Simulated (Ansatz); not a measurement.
**AlFe (Pm-3m): equation of state**

One table from this session's results is given with a row withheld; the runs are named, their logs left out.

Method: DFT PBE, scalar-relativistic, plane waves, PAW, in Ansatz 0.2.0.

These runs use a low cutoff (300 eV) and a coarse mesh on purpose, to show what cheap settings give: their numbers aren't properties of the material.

## The structure to begin with

It takes space group Pm-3m (No. 221, cubic). Conventional cell: a = 2.894 Å, b = 2.894 Å, c = 2.894 Å, α = 90.00°, β = 90.00°, γ = 90.00°. Al (site symmetry m-3m) is surrounded by 8 Fe at 2.51 Å. Fe (site symmetry m-3m) is surrounded by 8 Al at 2.51 Å.

Coordinates:

```
Al Fe
1.0
     2.89388    0.00000    0.00000
     0.00000    2.89388    0.00000
     0.00000    0.00000    2.89388
Al Fe
1 1
Direct
  0.00000 0.00000 0.00000
  0.50000 0.50000 0.50000
```

An earlier run at PBE left this cell at 12.117 Å³/atom and 0.05 GPa (6×6×6 mesh).

Volume factors to run: 0.980, 1.020, 0.960, 1.040.

Set-up of the first run:

Input file input.yaml:

```yaml
crystal:
  lattice:
    - [2.8744567665, 0.0, 0.0]
    - [0.0, 2.8744567665, 0.0]
    - [0.0, 0.0, 2.8744567665]
  atoms:
    - { symbol: Al, position: [0.0, 0.0, 0.0] }
    - { symbol: Fe, position: [0.5, 0.5, 0.5], spin: 0.85 }
basis:
  ecutwfc: 300
  ecutrho_ratio: 4
kpoints:
  mp_grid: { grid: [6, 6, 6] }
hamiltonian:
  xc: pbe
scf:
  occupations: { method: gaussian, width: 0.05 }
output:
  forces: true
  stress: true
  eigenvalues: true
  populations: true
magnetization:
  spin_polarized: true
```

The run is started by

```sh
$ ansatz run input.yaml --threads 1 --pin off --max-ram 2560MiB --backend cpu --events-out ev --progress --plain --runs-dir out
```

Steps of the session up to this table: At 0.980 of the relaxed volume; Volume × 1.020; Volume × 0.960; Volume × 1.040.

One table of the session follows, with a row left open; its other results are not shown here.

It belongs to the step «The fit». 

```
volume (Å³/atom)  energy (meV/atom)  pressure (GPa)  moment of atom 2 (μB)
          11.633               5.64            6.44                   0.76
          11.875                  ?               ?                      ?
          12.117               0.00            0.05                   0.78
          12.360               3.32           -3.02                   0.78
          12.602              10.84           -6.75                   0.79
```

Q: Estimate the row for volume (Å³/atom) = 11.875 from the others.

Worked estimate for «energy (meV/atom)». A straight line through the neighbours (11.633, 5.64) and (12.117, 0.00) gives 5.64 + (0.00 − 5.64) × (11.875 − 11.633) / (12.117 − 11.633) = 2.82; a parabola fitted to 3 rows on both sides gives 0.78.

The run gave: energy (meV/atom): 2.06; pressure (GPa): 3.10; moment of atom 2 (μB): 0.77. In «energy (meV/atom)» the line misses by +0.76 and the parabola by -1.28.

Limits of these values: Warnings in the runs' records: cutoff below recommended, stability check not made.
